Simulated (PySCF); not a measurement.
# Cl3H2NSSnZn: the cost of one run

Computed with PySCF 2.14.0; each step states its level. No surroundings beyond the atoms listed, unless a continuum is named. Atoms count from 0, parts from 1.

## 1. The system as given

Each species was relaxed by itself at PBE0-D3(BJ)/def2-SVP.

## 2. Reaction energy: PBE0-D3(BJ)/def2-SVPD

What the job is given:

```
{"job": {"kind": "react", "xc": "PBE0", "basis": "def2-SVPD", "disp": "d3bj"}, "charge": 0, "multiplicity": 1}
-1 H3NSZn charge 0 multiplicity 1
N      1.088110     0.485060     0.945100
Zn    -0.297800    -0.281250     0.064970
S     -1.993540    -1.304600    -0.822490
H      2.035780     0.277960     0.642780
H      1.039720     1.474710     1.170080
H     -1.872280    -0.651890    -2.000450

-1 Cl4Sn charge 0 multiplicity 1
Cl    -0.213160     2.269370     0.416310
Sn    -0.002540     0.000780     0.005560
Cl     1.832820    -0.868310     1.116550
Cl     0.297260    -0.314540    -2.266690
Cl    -1.914220    -1.088200     0.729710

+1 Cl3H2NSSnZn charge 0 multiplicity 1
S      0.127940     1.345090    -3.324940
Zn    -0.064380     1.021840    -1.188470
N     -0.265790     1.063780     0.656170
Sn     0.014500    -0.704110     1.470060
Cl    -1.760120    -1.739480     2.554350
Cl     0.346520    -1.786370    -0.618850
Cl     1.910560    -1.076250     2.761490
H      0.156780     0.014650    -3.565110
H     -0.465710     1.859810     1.254870

+1 ClH charge 0 multiplicity 1
Cl     0.642950    -0.005980     0.002380
H     -0.642050     0.006840    -0.001710
```

Level: PBE0-D3(BJ)/def2-SVPD reaction energy of separated species, gas phase.

Started as:

```sh
$ OMP_NUM_THREADS=1 python cluster_run.py task.json out
```

One launch serves the whole session: the jobs run in the order shown.

**Question.** How long does this first job take on 1 thread of Arm Neoverse V1, shared host, and how much memory does it need?

About 29 s, with a peak of 0.76 GiB.
